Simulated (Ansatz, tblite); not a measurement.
# Tetramethylammonium triiodophenyl difluorosulfonate ester (C₁₂H₁₄F₂I₃NO₅S): rung by rung

An exercise on one series of results from a longer session: the logs are not shown, and one member is left open.

Program: Ansatz 0.2.0, Gaussian basis. Level of theory: as each input shows. These are calculated values, not measurements.

Levels to be run: GFN1-xTB, GFN2-xTB, PBE-D4/def2-TZVP, r2SCAN-D4/def2-TZVP, B3LYP-D4/def2-TZVP, PBE-QIDH/def2-TZVP, r2SCANh-D4/def2-TZVP, LC-ωPBE(0.10)/def2-SVP, LC-ωPBE(0.15)/def2-SVP, LC-ωPBE(0.20)/def2-SVP, LC-ωPBE(0.30)/def2-SVP, PBE-D4/def2-SVP, PBE0-D4/def2-SVP, MP2/def2-SVP, RPA/def2-SVP.

1 further run of the same task is left out (set aside as unsound or not needed).

## The structure

The geometry is that of the singlet, from an earlier relaxation (PBE-D4/def2-SVP).

SMILES `C[N+](C)(C)C.O=C(Oc1c(I)cc(I)cc1I)C(F)(F)S(=O)(=O)[O-]`, 38 atoms, charge 0, spin multiplicity 1.

Bond lengths: C1–N2 1.507 Å, C1–H6 1.105 Å, C1–H7 1.112 Å, C1–H8 1.106 Å, N2–C3 1.495 Å, N2–C4 1.508 Å, N2–C5 1.509 Å, C3–H9 1.105 Å, C3–H10 1.105 Å, C3–H11 1.105 Å, C4–H12 1.114 Å, C4–H13 1.106 Å, C4–H14 1.105 Å, C5–H15 1.107 Å, C5–H16 1.105 Å, C5–H17 1.104 Å, O18–C19 1.208 Å, C19–O20 1.369 Å and more. Angles: N2–C1–H6 108.6°, N2–C1–H7 107.4°, N2–C1–H8 108.4°, H6–C1–H7 112.0°, H6–C1–H8 110.3°, H7–C1–H8 110.0°, C1–N2–C3 110.3°, C1–N2–C4 108.8°, C1–N2–C5 108.6°, C3–N2–C4 109.5°, C3–N2–C5 109.8°, C4–N2–C5 109.9°, N2–C3–H9 109.3°, N2–C3–H10 108.9°, N2–C3–H11 109.2°, H9–C3–H10 109.7°, H9–C3–H11 109.9°, H10–C3–H11 109.8° and more.

I takes a core potential in the def2 sets. No spin-orbit coupling is included.

PBE0-D4/def2-TZVP was run before; its log isn't repeated, and its numbers join the tables.

Set-up of the first run:

Tight binding, by tblite at 300 K electronic temperature and without a spin-polarisation term:

```python
tblite.interface.Calculator('GFN1-xTB', numbers, positions, charge=0, uhf=0).singlepoint()
```

Tight binding, by tblite at 300 K electronic temperature and without a spin-polarisation term:

```python
tblite.interface.Calculator('GFN2-xTB', numbers, positions, charge=0, uhf=0).singlepoint()
```

start.molden holds the orbitals of an earlier run on this state, given as this run's starting guess.

Input file in.yaml:

```yaml
crystal:
  periodic: [false, false, false]
  atoms:
    - {symbol: C, position_ang: [1.350591, -0.833715, -3.380264]}
    - {symbol: N, position_ang: [1.963381, -1.631911, -2.258587]}
    - {symbol: C, position_ang: [3.370152, -2.007820, -2.598055]}
    - {symbol: C, position_ang: [1.144976, -2.880792, -2.049031]}
    - {symbol: C, position_ang: [1.947850, -0.791283, -1.005085]}
    - {symbol: H, position_ang: [1.309037, -1.468682, -4.283812]}
    - {symbol: H, position_ang: [0.338220, -0.515986, -3.048215]}
    - {symbol: H, position_ang: [1.983925, 0.053952, -3.563855]}
    - {symbol: H, position_ang: [3.967511, -1.089542, -2.744867]}
    - {symbol: H, position_ang: [3.794014, -2.599469, -1.766143]}
    - {symbol: H, position_ang: [3.372503, -2.609994, -3.524978]}
    - {symbol: H, position_ang: [0.076759, -2.606069, -1.893443]}
    - {symbol: H, position_ang: [1.242430, -3.508963, -2.953619]}
    - {symbol: H, position_ang: [1.543732, -3.416222, -1.169004]}
    - {symbol: H, position_ang: [0.916357, -0.416395, -0.860471]}
    - {symbol: H, position_ang: [2.640787, 0.057608, -1.149058]}
    - {symbol: H, position_ang: [2.267599, -1.411582, -0.150147]}
    - {symbol: O, position_ang: [0.126338, 0.283724, 1.470631]}
    - {symbol: C, position_ang: [-1.030536, -0.043092, 1.354004]}
    - {symbol: O, position_ang: [-2.101950, 0.669024, 1.823209]}
    - {symbol: C, position_ang: [-1.835494, 1.827293, 2.527447]}
    - {symbol: C, position_ang: [-1.900458, 3.078151, 1.881742]}
    - {symbol: I, position_ang: [-2.337637, 3.143613, -0.175876]}
    - {symbol: C, position_ang: [-1.691289, 4.264156, 2.603584]}
    - {symbol: C, position_ang: [-1.411260, 4.184060, 3.975478]}
    - {symbol: I, position_ang: [-1.092588, 5.970083, 5.072459]}
    - {symbol: C, position_ang: [-1.345151, 2.951970, 4.643606]}
    - {symbol: C, position_ang: [-1.559760, 1.777705, 3.907056]}
    - {symbol: I, position_ang: [-1.501359, -0.090385, 4.895367]}
    - {symbol: C, position_ang: [-1.521442, -1.282860, 0.608261]}
    - {symbol: F, position_ang: [-2.571370, -1.865623, 1.220681]}
    - {symbol: F, position_ang: [-0.487353, -2.179020, 0.569668]}
    - {symbol: S, position_ang: [-1.992428, -0.845574, -1.204639]}
    - {symbol: O, position_ang: [-0.905141, 0.149580, -1.561772]}
    - {symbol: O, position_ang: [-3.357387, -0.290098, -1.112840]}
    - {symbol: O, position_ang: [-1.831431, -2.160316, -1.911359]}
    - {symbol: H, position_ang: [-1.748154, 5.233838, 2.092380]}
    - {symbol: H, position_ang: [-1.133963, 2.900633, 5.719566]}
basis:
  gaussian: {orbitals: def2-TZVP, fitting: {mean_field: def2-universal-jkfit}, initial_orbitals: start.molden}
hamiltonian: {xc: pbe, dispersion: d4}
scf: {omitted_lower_state_checks: [starts]}
output: {forces: true, orbitals: {seedname: orbitals}}
```

Started as:

```bash
$ ansatz run in.yaml --threads 2 --pin off --events-out ev --progress --plain --max-ram 32768MiB --backend cuda --devices 0, --max-vram 18GiB
```

Steps of the session up to this table: PBE-D4/def2-TZVP; r2SCAN-D4/def2-TZVP; B3LYP-D4/def2-TZVP; PBE-QIDH/def2-TZVP; r2SCANh-D4/def2-TZVP; LC-ωPBE(0.10)/def2-SVP; LC-ωPBE(0.15)/def2-SVP; LC-ωPBE(0.20)/def2-SVP; LC-ωPBE(0.30)/def2-SVP; PBE-D4/def2-SVP; PBE0-D4/def2-SVP; MP2/def2-SVP; RPA/def2-SVP.

One table of the session follows, with a row left open; its other results are not shown here.

It belongs to the step «Binding energy». 

```
               level  binding an atom (eV)
         HF/def2-SVP                 2.853
     PBE-D4/def2-SVP                 4.492
    PBE-D4/def2-TZVP                     ?
 r2SCAN-D4/def2-TZVP                 4.296
r2SCANh-D4/def2-TZVP                 4.246
  B3LYP-D4/def2-TZVP                 4.248
    PBE0-D4/def2-SVP                 4.331
   PBE0-D4/def2-TZVP                 4.309
        MP2/def2-SVP                 4.126
```

Estimate the missing values for PBE-D4/def2-TZVP.

As computed: binding an atom (eV): 4.462. In the column «binding an atom (eV)» it lies between PBE0-D4/def2-SVP (4.331) and PBE-D4/def2-SVP (4.492).

Limits of these values: Free atoms were run apart at each level; binding is atoms less cluster, divided by the number of atoms, without zero-point or spin-orbit terms.
